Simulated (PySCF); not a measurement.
# C2H9BGeS: the cost of one run

Computed with PySCF 2.14.0, with density-fitted response routines of our own, on a single molecule in the gas phase. Atoms are numbered from 0 throughout.

### 1 Starting geometry

14 atoms, charge 0, multiplicity 1; geometry from: PBE0-D3(BJ)/def2-SVP.

Bonds of the start (Å): C0–C1 1.53, C1–B2 1.57, B2–S3 1.79, S3–Ge4 2.25, C0–H5 1.10, C0–H6 1.10, C0–H7 1.10, C1–H8 1.11, C1–H9 1.10, B2–H10 1.21, Ge4–H11 1.54, Ge4–H12 1.54, Ge4–H13 1.54.

### 2 Core holes by ΔSCF: SCAN, X2C

What the job is given:

```
{"job": {"kind": "xps"}, "charge": 0, "multiplicity": 1}
C     -1.785870    -0.721902     0.303025
C     -0.940410     0.040314    -0.725214
B     -0.394070     1.378114    -0.113370
S      1.293300     1.772603     0.331505
Ge     2.463467    -0.076419    -0.177151
H     -1.179354    -1.040156     1.165814
H     -2.235429    -1.626305    -0.135558
H     -2.605583    -0.098395     0.692304
H     -1.580303     0.308044    -1.585941
H     -0.150482    -0.618491    -1.122127
H     -1.159936     2.278822     0.152132
H      3.892805     0.211538     0.305636
H      1.879521    -1.289673     0.564901
H      2.448540    -0.317653    -1.695616
```

Level: delta-SCF UKS SCAN, pcX-2 on the ionised atom, pcseg-1 elsewhere, spin-free X2C.

Run with:

```bash
> OMP_NUM_THREADS=1 python probes_run.py task.json out
```

The driver reads the jobs from task.json and runs them one after another.

**Question.** How long does this first job take on 1 thread of Arm Neoverse V1, shared host, and how much memory does it need?

About 41 s, with a peak of 0.62 GiB.
